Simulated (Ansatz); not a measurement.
**CH5FOSn (SMILES FC[O][SnH3]): HF/STO-3G**

Aim: the energy change on altering one bond length of CH5FOSn at HF/STO-3G, from 2 runs. 

Program for the calculation: Ansatz 0.2.0.

117 further runs of the same task are left out: 117 set aside as unsound or not needed. Runs told in other sessions of the task aren't counted.

**1. The molecule**

CH5FOSn: 9 atoms, total charge 0, spin state singlet. SMILES: `FC[O][SnH3]`. The coordinates come from a PBE0-D4/def2-TZVP relaxation. This is one conformer, not always the lowest.

Bond lengths: F1–C2 1.398 Å, C2–O3 1.354 Å, O3–Sn4 1.991 Å, C2–H5 1.100 Å, C2–H6 1.095 Å, Sn4–H7 1.705 Å, Sn4–H8 1.700 Å, Sn4–H9 1.699 Å. Some angles: F1–C2–O3 110.7°, C2–O3–Sn4 118.4°, F1–C2–H5 105.2°, F1–C2–H6 106.7°, O3–C2–H5 113.4°, O3–C2–H6 109.7°, O3–Sn4–H7 106.3°, O3–Sn4–H8 101.6°, O3–Sn4–H9 108.3°, H5–C2–H6 110.9°.

**2. A single-point energy at HF/STO-3G**

File run.yaml:

```yaml
crystal:
  periodic: [false, false, false]
  atoms:
    - {symbol: F, position_ang: [-0.596800, 1.754200, 0.031500]}
    - {symbol: C, position_ang: [-1.291500, 0.566100, 0.277800]}
    - {symbol: O, position_ang: [-0.736000, -0.463400, -0.405000]}
    - {symbol: Sn, position_ang: [1.239300, -0.701500, -0.319700]}
    - {symbol: H, position_ang: [-1.258800, 0.434000, 1.369300]}
    - {symbol: H, position_ang: [-2.319100, 0.724600, -0.066100]}
    - {symbol: H, position_ang: [1.690100, -0.390300, 1.294800]}
    - {symbol: H, position_ang: [1.407800, -2.333100, -0.765300]}
    - {symbol: H, position_ang: [1.953500, 0.363100, -1.434400]}
basis:
  gaussian:
    orbitals: STO-3G
hamiltonian:
  xc: hf
accuracy: high
output: {orbitals: {seedname: orbitals}}
```

Command:

```
$ ansatz run run.yaml --threads 1 --pin off --max-ram 3480MiB --events-out events.jsonl --progress --plain --runs-dir runs
```

Output:

```text
Warning: RAYON_NUM_THREADS=1 ignored (pool sized by the plan → 1); use --threads N
Functional definition: HF
  name "HF"
  exchange = exact_x
  correlation = 0
942 factors; integrals over basis functions are off by at most 5.1e-8 eV
mean field evaluation 1: about -168040.6723 eV, gradient 2.9e1 eV
mean field evaluation 2: about -168040.8368 eV, gradient 2.9e1 eV
mean field evaluation 4: about -168043.9344 eV, gradient 1.8e0 eV
mean field evaluation 8: about -168043.9502 eV, gradient 5.3e-5 eV
mean field -168043.95018870 eV, -6175.5012651543 hartree, gradient 2.3e-8 eV, S^2 0.000000; 0 other end points of the search recorded, 0 dependent functions left out
reference -168043.95018870 eV, -6175.5012651543 hartree; 39, 39 occupied and 8, 8 virtual orbitals, 942 factors
Total energy: -168043.95018870 eV, -6175.5012651543 hartree
```

It took 1.4 s on 1 thread of Arm Neoverse V1, shared host; peak memory 0.12 GiB.

**3. The distorted shape at the same level**

File input.yaml:

```yaml
crystal:
  periodic: [false, false, false]
  atoms:
    - {symbol: F, position_ang: [-1.453832, 0.476691, 1.369128]}
    - {symbol: C, position_ang: [-2.148532, -0.711409, 1.615428]}
    - {symbol: O, position_ang: [-1.593032, -1.740909, 0.932628]}
    - {symbol: Sn, position_ang: [0.382268, -1.979009, 1.017928]}
    - {symbol: H, position_ang: [-2.115832, -0.843509, 2.706928]}
    - {symbol: H, position_ang: [-3.176132, -0.552909, 1.271528]}
    - {symbol: H, position_ang: [0.833068, -1.667809, 2.632428]}
    - {symbol: H, position_ang: [0.550768, -3.610609, 0.572328]}
    - {symbol: H, position_ang: [1.953500, 0.363100, -1.434400]}
basis:
  gaussian: {orbitals: STO-3G}
hamiltonian: {xc: hf}
accuracy: high
output: {orbitals: {seedname: orbitals}}
```

Command:

```
$ ansatz run input.yaml --threads 1 --pin off --max-ram 3480MiB --events-out events.jsonl --progress --plain --runs-dir runs
```

Output:

```text
Warning: RAYON_NUM_THREADS=1 ignored (pool sized by the plan → 1); use --threads N
[... 4 set-up lines as earlier in the session ...]
928 factors; integrals over basis functions are off by at most 1.3e-8 eV
mean field evaluation 1: about -168027.6690 eV, gradient 3.0e1 eV
mean field evaluation 2: about -168027.8411 eV, gradient 3.0e1 eV
mean field evaluation 4: about -168032.0883 eV, gradient 1.2e1 eV
mean field evaluation 8: about -168035.1786 eV, gradient 9.2e-1 eV
mean field evaluation 16: about -168035.1788 eV, gradient 2.2e-8 eV
mean field -168035.17877896 eV, -6175.1789217919 hartree, gradient 2.2e-8 eV, S^2 0.000000; 0 other end points of the search recorded, 0 dependent functions left out
reference -168035.17877896 eV, -6175.1789217919 hartree; 39, 39 occupied and 8, 8 virtual orbitals, 928 factors
Total energy: -168035.17877896 eV, -6175.1789217919 hartree
```

Wall time 1.5 s (1 thread of Arm Neoverse V1, shared host); peak memory 0.12 GiB.

**4. What came out**

Level: HF/STO-3G.

| quantity | value |
| --- | --- |
| first shape: total energy | -6175.50127 Eh |
| first shape: HOMO energy | -8.39 eV |
| first shape: LUMO energy | 10.06 eV |
| first shape: HOMO–LUMO gap | 18.45 eV |
| distorted shape: total energy | -6175.17892 Eh |
| distorted shape: HOMO energy | -3.81 eV |
| distorted shape: LUMO energy | 1.59 eV |
| distorted shape: HOMO–LUMO gap | 5.39 eV |
| energy change with the Sn4–H9 bond stretched from 1.699 to 3.737 Å | 8.771 eV |

What this shows: One bond (distorted shape) is far stretched, which a spin-restricted single reference describes badly; a broken-symmetry solution may lie lower. With the Sn4–H9 bond stretched from 1.699 to 3.737 Å the energy rises by 8.77 eV (202 kcal/mol). The first shape isn't relaxed at this level, so the change isn't measured from a minimum. A restricted reference can't describe the breaking bond well at this length. The minimal basis adds a large error of its own. Relativity is left out (first shape) although the molecule holds a heavy atom. Relativity is left out (distorted shape) although the molecule holds a heavy atom.
